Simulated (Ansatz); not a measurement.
# BH₆NO₃: a ladder of functionals and wavefunction methods

One table from this session's results is given with a row withheld; the runs are named, their logs left out.

Method: functionals in def2-TZVPP, the program's frozen cores in correlated methods; program: Ansatz 0.2.0, Gaussian basis.

The runs, in order: LDA (SPW92), PBE-D4, revPBE-D4, BLYP-D4, r2SCAN-D4, B97M-V, PBE0-D4, B3LYP-D4, r2SCANh-D4, r2SCAN0-D4, HSE06-D4, BHLYP-D4, CAM-B3LYP-D4, LC-ωPBE, ωB97X-V, ωB97M-V, B2PLYP, PBE-QIDH; CCSD(T)/def2-SVP; CCSD(T)/def2-TZVPP; MP2/def2-QZVPP; extrapolation to the limit; RPA on PBE.

### The geometry

The geometry comes from an earlier relaxation with PBE0-D4 in a triple-zeta def2 set; it is a stationary point, not always the lowest conformer.

SMILES `[NH3+][B-](O)(O)O`, 11 atoms, charge 0, spin multiplicity 1.

Atoms are counted from 1 here; the program's logs count them from 0.

Bond lengths: N1–B2 1.725 Å, N1–H6 1.014 Å, N1–H7 1.014 Å, N1–H8 1.014 Å, B2–O3 1.428 Å, B2–O4 1.428 Å, B2–O5 1.428 Å, O3–H9 0.958 Å, O4–H10 0.958 Å, O5–H11 0.958 Å. Angles: B2–N1–H6 109.8°, B2–N1–H7 109.8°, B2–N1–H8 109.8°, H6–N1–H7 109.2°, H6–N1–H8 109.2°, H7–N1–H8 109.2°, N1–B2–O3 102.9°, N1–B2–O4 102.9°, N1–B2–O5 102.9°, O3–B2–O4 115.2°, O3–B2–O5 115.2°, O4–B2–O5 115.2°, B2–O3–H9 109.3°, B2–O4–H10 109.3°, B2–O5–H11 109.3°.

The first run:

The input, in.yaml:

```yaml
crystal:
  periodic: [false, false, false]
  atoms:
    - {symbol: N, position_ang: [-1.252035, 0.342140, 0.139124]}
    - {symbol: B, position_ang: [0.401508, -0.114410, -0.041287]}
    - {symbol: O, position_ang: [0.646290, -0.896717, 1.128558]}
    - {symbol: O, position_ang: [1.077352, 1.143354, -0.082951]}
    - {symbol: O, position_ang: [0.399324, -0.843440, -1.269689]}
    - {symbol: H, position_ang: [-1.336513, 1.043661, 0.866190]}
    - {symbol: H, position_ang: [-1.805733, -0.468516, 0.392401]}
    - {symbol: H, position_ang: [-1.599487, 0.723417, -0.733687]}
    - {symbol: H, position_ang: [1.330811, -0.478755, 1.652270]}
    - {symbol: H, position_ang: [1.523103, 1.236267, -0.925689]}
    - {symbol: H, position_ang: [0.680580, -1.744101, -1.104639]}
basis:
  gaussian: {orbitals: def2-TZVPP}
hamiltonian: {xc: lda}
output: {orbitals: {seedname: orbitals}}
```

Command:

```console
ansatz run in.yaml --threads 4 --pin off --events-out ev --progress --plain --max-ram 10444MiB
```

Among the steps run: LDA; PBE-D4 (GGA); revPBE-D4 (GGA); BLYP-D4 (GGA); r2SCAN-D4 (meta-GGA); B97M-V (meta-GGA); B3LYP-D4 (hybrid); r2SCANh-D4 (hybrid); r2SCAN0-D4 (hybrid); HSE06-D4 (hybrid); BHLYP-D4 (hybrid); CAM-B3LYP-D4 (range-separated); LC-ωPBE (range-separated); ωB97X-V (range-separated); ωB97M-V (range-separated); B2PLYP (double hybrid); PBE-QIDH (double hybrid).

One of the session's tables, all rows but one given; the rest of the session is left out.

It belongs to the step «Frontier levels by functional». 

```
  functional  HOMO (eV)  LUMO (eV)  gap (eV)
 LDA (SPW92)      -6.27      -0.55      5.71
      PBE-D4      -6.08      -0.46      5.62
   revPBE-D4      -6.00      -0.40      5.61
     BLYP-D4      -6.01      -0.53      5.48
   r2SCAN-D4      -6.43       0.33      6.75
      B97M-V      -6.57      -0.25      6.31
     PBE0-D4      -7.75       0.39      8.14
    B3LYP-D4      -7.51      -0.01      7.50
  r2SCANh-D4          ?          ?         ?
  r2SCAN0-D4      -8.02       0.92      8.93
    HSE06-D4      -7.34       0.02      7.36
    BHLYP-D4      -9.41       0.96     10.37
CAM-B3LYP-D4      -9.28       1.10     10.38
     LC-ωPBE     -10.61       2.48     13.09
     ωB97X-V     -10.28       2.25     12.53
     ωB97M-V     -10.23       1.77     12.00
```

**Question.** Estimate the row for r2SCANh-D4.

Worked estimate for «HOMO (eV)». Against the share of exact exchange, r2SCAN-D4 (0, -6.43), r2SCAN0-D4 (0.25, -8.02) give a slope of -6.36 per unit share; at 0.1 the line stands at -7.07.

**Answer.** HOMO (eV): -7.06; LUMO (eV): 0.57; gap (eV): 7.63. In «HOMO (eV)» the line misses by -0.01.
